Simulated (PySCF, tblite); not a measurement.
# C6H14BFSi: geometry, infrared bands and NMR shifts

Aim: predict the infrared bands and NMR shifts of C6H14BFSi (`B[C@@H](CC=C)C[C@H](F)[SiH3]`).

Programs: tblite 0.8.0 and PySCF 2.14.0, with density-fitted response routines of our own. Each step states its level of theory. These are calculated values for one molecule in the gas phase, unless marked as measured. Atoms count from 0, in the outputs and in this text.

### 1 Starting geometry

23 atoms, charge 0, multiplicity 1; geometry from: force field or distance geometry start.

Bonds of the start (Å): B0–C1 1.60, C1–C2 1.53, C2–C3 1.50, C3–C4 1.35, C1–C5 1.55, C5–C6 1.54, C6–F7 1.39, C6–Si8 1.88, B0–H9 1.18, B0–H10 1.18, C1–H11 1.12, C2–H12 1.10, C2–H13 1.12, C3–H14 1.08, C4–H15 1.08, C4–H16 1.08, C5–H17 1.11, C5–H18 1.10, C6–H19 1.12, Si8–H20 1.47, Si8–H21 1.47, Si8–H22 1.48.

### 2 Optimising the geometry with GFN2-xTB

The job: settings as JSON, then the geometry in Å.

```
{"job": {"kind": "relax", "xc": "GFN2-xTB", "basis": "xTB"}, "charge": 0, "multiplicity": 1}
B     -0.401100     2.324400     0.524200
C     -0.617600     0.759500     0.270300
C     -1.775500     0.545600    -0.702000
C     -2.201500    -0.887600    -0.818600
C     -2.814100    -1.528300     0.203300
C      0.684200     0.098100    -0.246700
C      1.780400    -0.013100     0.830600
F      2.256400     1.239400     1.194500
Si     3.231800    -1.031300     0.206800
H     -0.120800     3.035000    -0.369300
H     -0.542100     2.777800     1.606900
H     -0.888800     0.298700     1.260100
H     -1.494900     0.910900    -1.705800
H     -2.666800     1.141900    -0.388400
H     -2.025700    -1.419800    -1.737100
H     -3.113400    -2.562900     0.096500
H     -3.023400    -1.012900     1.133800
H      1.079300     0.658900    -1.119500
H      0.454100    -0.926100    -0.590500
H      1.378200    -0.520800     1.741500
H      3.794500    -0.372700    -0.979600
H      2.763600    -2.376300    -0.144800
H      4.258200    -1.111400     1.268300
```

The run is started by

```console
> OMP_NUM_THREADS=1 python probes_run.py task.json out
```

This one command runs all jobs of the session in turn.

**Question.** This job is followed by: GFN2-xTB harmonic vibrations, gas phase; GIAO PBE0/pcSseg-1 NMR shielding, non-relativistic, gas phase. Predict these results of the whole session: strongest single infrared mode (GFN2-xTB); zero-point energy (GFN2-xTB); 13C shifts against TMS (PBE0/pcSseg-1); 1H shifts against TMS (PBE0/pcSseg-1, means over atoms taken as alike); 11B shifts against BF3·OEt2 (PBE0/pcSseg-1); 19F shifts against CFCl3 (PBE0/pcSseg-1); 29Si shifts against TMS (PBE0/pcSseg-1); surface potential, 1st and 99th percentile.

As calculated:

| quantity | value |
| --- | --- |
| strongest single infrared mode (GFN2-xTB) | 777 cm⁻¹, 427 km/mol |
| zero-point energy (GFN2-xTB) | 113.1 kcal/mol |
| 13C shifts against TMS (PBE0/pcSseg-1) | 148.6, 121.5, 98.3, 43.3, 38.9, 37.2 ppm |
| 1H shifts against TMS (PBE0/pcSseg-1, means over atoms taken as alike) | 6.49, 5.42, 5.38, 5.32, 4.77, 4.01, 2.24, 2.14, 1.88, 1.86, 1.52 ppm |
| 11B shifts against BF3·OEt2 (PBE0/pcSseg-1) | 45.9 ppm |
| 19F shifts against CFCl3 (PBE0/pcSseg-1) | -236.0 ppm |
| 29Si shifts against TMS (PBE0/pcSseg-1) | -69.9 ppm |
| surface potential, 1st and 99th percentile | -0.81 V and 1.31 V |

Relaxing lowered the energy by 0.311 eV in 161 steps; the close pair that moved most is C6–Si8, from 1.879 to 1.918 Å. No mode is imaginary among the 63: a minimum at this level. The strongest single mode, at 777 cm⁻¹, is spread over several atoms, H20, H22, H21 among them. Unscaled tight-binding wavenumbers are off by several per cent, some by more. Its intensities can rank the bands wrongly. C3 (alkene CH) lies farthest downfield among carbon, at 148.6 ppm; as expected for a trigonal carbon in a double bond. H14 (hydrogen on an alkene CH) lies farthest downfield among hydrogen, at 6.49 ppm; attached to an sp2 carbon and in the plane of the double bond. At PBE0/pcSseg-1: Shielding is most anisotropic at C3 (span 254 ppm, paramagnetic term -218 ppm).
